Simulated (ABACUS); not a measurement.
Input of an ABACUS 3.10.1 run:

Contents of INPUT:

```
INPUT_PARAMETERS
suffix              HfB
calculation         scf
basis_type          pw
pseudo_dir          ./
symmetry            1
dft_functional      pbe
ecutwfc             76
pseudo_rcut         10
nspin               1
nbands              12
ks_solver           dav
smearing_method     fd
smearing_sigma      0.00367493
scf_thr             1e-08
scf_nmax            100
mixing_type         broyden
mixing_beta         0.7
cal_force           1
cal_stress          1
out_chg             1
out_pot             2
out_elf             1
```

STRU

```
ATOMIC_SPECIES
Hf 178.4900 Hf.upf
B 10.8100 B.upf

LATTICE_CONSTANT
1.8897261246

LATTICE_VECTORS
0.0000000000 2.3100000000 2.3100000000
2.3100000000 0.0000000000 2.3100000000
2.3100000000 2.3100000000 0.0000000000

ATOMIC_POSITIONS
Direct

Hf
0.0
1
0.5000000000 0.5000000000 0.5000000000 1 1 1

B
0.0
1
0.0000000000 0.0000000000 0.0000000000 1 1 1
```

Contents of KPT:

```
K_POINTS
0
Gamma
10 10 10 0 0 0
```

Potentials or basis: PseudoDojo NC SR 0.4.1 PBE standard, plane waves.

The run is started by

```sh
$ OMP_NUM_THREADS=1 mpirun -np 4 abacus > log
```

Task: Predict the pressure.

Result: 30.7 GPa.

Task: Predict the band gap on the k mesh.

Result: None (metal or under the smearing width).

Caveat: a pressure of tens of GPa on the cell as given is suspect, and the run, the potentials or the cell itself is likely at fault. The run has no spin-orbit coupling, so splittings on Hf are missing.
